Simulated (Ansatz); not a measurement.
Al₂O₃, space group P-6m2, a short molecular-dynamics run

Computed with the Python package of Ansatz (0.2.0).

Input file `al2o3.vasp`:
```text
Al2O3
1.0
   2.88432495    0.00000000    0.00000000
  -1.44216247    2.49789868    0.00000000
   0.00000000    0.00000000    9.33675446
Al O
2 3
Direct
   0.00000000    0.00000000    0.14999233
   0.00000000    0.00000000    0.85000767
   0.33333333    0.66666667    0.22231692
   0.66666667    0.33333333    0.00000000
   0.33333333    0.66666667    0.77768308
```

At the Python prompt:
```pycon
>>> import json
>>> import ansatz as az
>>> from ase.io import read
>>> import numpy as np
>>> atoms = read('al2o3.vasp', format='vasp')
>>> al2o3 = az.Crystal.from_ase(atoms)
>>> # a small cell and a short run: a test of the set-up, no statistics
>>> calc = al2o3.supercell(2, 1, 1).calculation()
>>> calc = calc.functional('r2scan').pseudopotentials('nc')
>>> calc = calc.kpoints(mesh=(2, 2, 1), center='gamma')
>>> calc = calc.occupations('cold', width=0.05).mixing('broyden', beta=0.7)
>>> calc = calc.md('nvt_nose_hoover', timestep=2.0, steps=25, temperature=300, initial_velocities='maxwell_boltzmann', seed=46)
>>> result = calc.run(threads=1, backend='cpu', events_out='stream.ndjson')
DeckWarning: md: disabling space-group detection — thermal motion breaks the input geometry's symmetry, so no spatial operation reduces the k-mesh or symmetrises the density; time reversal is kept, so that k and −k are solved as one point where they differ [...]
DeckWarning: basis.ecutwfc = 1290 eV, auto-derived from the records' recommended cutoffs: set by O (normal level)
>>> with open('stream.ndjson') as stream:
...     events = [json.loads(line) for line in stream]
...
>>> steps = [e['data'] for e in events if e['event'] == 'md_step']
>>> r = result.report
>>> r['kweights']
[0.25, 0.25, 0.25, 0.25]
>>> r['n_kpoints'], r['n_symmetry_ops'], r['n_pw']
(4, 1, 14159)
>>> for s in steps[::2]:
...     print('%3d %7.1f fs  total %.4f eV  T %6.1f K' % (s['step'], s['time_fs'], s['lagrangian_ev'] + s['e_kin_ev'], s['temperature_k']))
...
  0     0.0 fs  total -3093.9370 eV  T  300.0 K
  2     4.0 fs  total -3093.9358 eV  T  252.4 K
  4     8.0 fs  total -3093.9342 eV  T  174.6 K
  6    12.0 fs  total -3093.9332 eV  T  142.3 K
  8    16.0 fs  total -3093.9334 eV  T  185.9 K
 10    20.0 fs  total -3093.9337 eV  T  265.2 K
 12    24.0 fs  total -3093.9330 eV  T  301.4 K
 14    28.0 fs  total -3093.9306 eV  T  247.6 K
 16    32.0 fs  total -3093.9270 eV  T  145.7 K
 18    36.0 fs  total -3093.9251 eV  T  102.2 K
 20    40.0 fs  total -3093.9255 eV  T  157.5 K
 22    44.0 fs  total -3093.9245 eV  T  228.1 K
 24    48.0 fs  total -3093.9206 eV  T  233.7 K
>>> temperature = np.array([s['temperature_k'] for s in steps])
>>> print(f'mean temperature of the second half {temperature[len(steps) // 2 :].mean():.1f} K')
mean temperature of the second half 190.7 K
>>> with open('trajectory.xyz', 'w') as handle:
...     for s in steps[::5]:
...         handle.write(f'{len(s["positions_ang"])}\nt = {s["time_fs"]} fs\n')
...         for site, xyz in zip(result.lattice.sites, s['positions_ang']):
...             handle.write('{} {:.4f} {:.4f} {:.4f}\n'.format(site.symbol, *xyz))
...
14
24
24
24
23
24
24
24
23
23
23
15
25
26
23
23
23
24
24
23
24
23
15
25
25
23
23
23
24
24
23
24
23
15
24
25
24
23
23
24
24
23
24
23
15
24
25
24
23
23
24
25
23
24
23
15
24
25
23
23
23
24
25
23
24
23
>>> print('last positions (A) and velocities (A/fs)')
last positions (A) and velocities (A/fs)
>>> for site, xyz, vel in zip(result.lattice.sites, steps[-1]['positions_ang'], steps[-1]['velocities_ang_fs']):
...     print(f'{site.symbol:2s}', ' '.join(f'{v:8.4f}' for v in xyz), ' ', ' '.join(f'{v:9.5f}' for v in vel))
...
Al   0.0016   0.0672   1.3941    -0.00422   0.00224   0.00277
Al   0.0847  -0.1091   8.0751    -0.00096  -0.00224  -0.00244
O    0.0155   1.6778   2.0539     0.00596  -0.00340   0.00377
O    1.3751   0.7096   0.0653    -0.00419  -0.00023  -0.00192
O    0.0656   1.5486   7.3338     0.00081  -0.00295  -0.00086
Al   2.8332   0.1239   1.3017     0.00359   0.00265  -0.00024
Al   2.9474  -0.0095   7.9052     0.00330  -0.00055  -0.00068
O    2.8055   1.7805   1.9468    -0.00720   0.00113   0.00329
O    4.1951   0.8204  -0.0471    -0.00048  -0.00021  -0.00270
O    2.9149   1.6673   7.3163     0.00223   0.00209  -0.00058
>>> track = np.array([s['positions_ang'] for s in steps])
>>> names = np.array([site.symbol for site in result.lattice.sites])
>>> for name in sorted(set(names)):
...     msd = ((track[:, names == name] - track[0, names == name]) ** 2).sum(axis=2).mean(axis=1)
...     print(f'mean square displacement of {name} (A^2):', np.round(msd[:: max(len(msd) // 6, 1)], 4))
...
mean square displacement of Al (A^2): [0.     0.0013 0.0031 0.0058 0.0109 0.0158 0.0185]
mean square displacement of O (A^2): [0.     0.0022 0.0057 0.0094 0.0147 0.0167 0.0174]
```

File `trajectory.xyz` afterwards:
```text
10
t = 0.0 fs
Al 0.0000 0.0000 1.4004
Al 0.0000 0.0000 7.9363
O -0.0000 1.6653 2.0757
O 1.4422 0.8326 0.0000
O -0.0000 1.6653 7.2610
Al 2.8843 0.0000 1.4004
Al 2.8843 0.0000 7.9363
O 2.8843 1.6653 2.0757
O 4.3265 0.8326 0.0000
O 2.8843 1.6653 7.2610
10
t = 10.0 fs
Al -0.0234 0.0289 1.3761
Al -0.0101 -0.0335 7.9786
O 0.0454 1.6343 2.0901
O 1.4188 0.7951 0.0037
O 0.0106 1.6232 7.3219
Al 2.8926 0.0268 1.3861
Al 2.9132 0.0011 7.9221
O 2.8237 1.6891 2.0467
O 4.3381 0.8564 -0.0392
O 2.8944 1.6892 7.2683
10
t = 20.0 fs
Al -0.0069 0.0406 1.3788
Al 0.0200 -0.0543 8.0078
O 0.0243 1.6490 2.0525
O 1.4104 0.7587 0.0149
O 0.0247 1.6069 7.3857
Al 2.8594 0.0519 1.3748
Al 2.9129 0.0017 7.8999
O 2.8411 1.7103 1.9869
O 4.3134 0.8620 -0.0445
O 2.8951 1.6720 7.2986
10
t = 30.0 fs
Al 0.0346 0.0336 1.3887
Al 0.0686 -0.0683 8.0394
O -0.0411 1.7030 2.0079
O 1.4151 0.7290 0.0405
O 0.0436 1.6055 7.4006
Al 2.8098 0.0728 1.3513
Al 2.8982 0.0008 7.8906
O 2.8926 1.7374 1.9346
O 4.2600 0.8484 -0.0248
O 2.8952 1.6375 7.3206
10
t = 40.0 fs
Al 0.0413 0.0409 1.3860
Al 0.0911 -0.0861 8.0730
O -0.0480 1.7165 2.0124
O 1.4082 0.7133 0.0668
O 0.0576 1.5838 7.3640
Al 2.8004 0.0962 1.3185
Al 2.9110 -0.0036 7.9005
O 2.8795 1.7639 1.9230
O 4.2133 0.8294 -0.0223
O 2.9000 1.6394 7.3221
10
t = 50.0 fs
Al 0.0016 0.0672 1.3941
Al 0.0847 -0.1091 8.0751
O 0.0155 1.6778 2.0539
O 1.3751 0.7096 0.0653
O 0.0656 1.5486 7.3338
Al 2.8332 0.1239 1.3017
Al 2.9474 -0.0095 7.9052
O 2.8055 1.7805 1.9468
O 4.1951 0.8204 -0.0471
O 2.9149 1.6673 7.3163
```

Reading the output:
- The settings weren't tested for convergence.
- Such functionals run on norm-conserving files made under PBE, which can move pressures by some GPa.
- Energy and stress may still move on a finer k-point mesh.
- The structure comes from a database of computed cells and needn't be a stable or known phase.
- Warnings are shown shortened and without file and line.
- A small cell, a coarse mesh and a very short run: it shows the set-up and gives no equilibrium averages.
- Finished in 12 min on 1 thread of Intel(R) Xeon(R) Platinum 8259CL CPU @ 2.50GHz (Skylake/Cascade Lake), on a shared host, peak memory 2.1 GiB.

(Lines on the test bed's own set-up are left out of the output.)
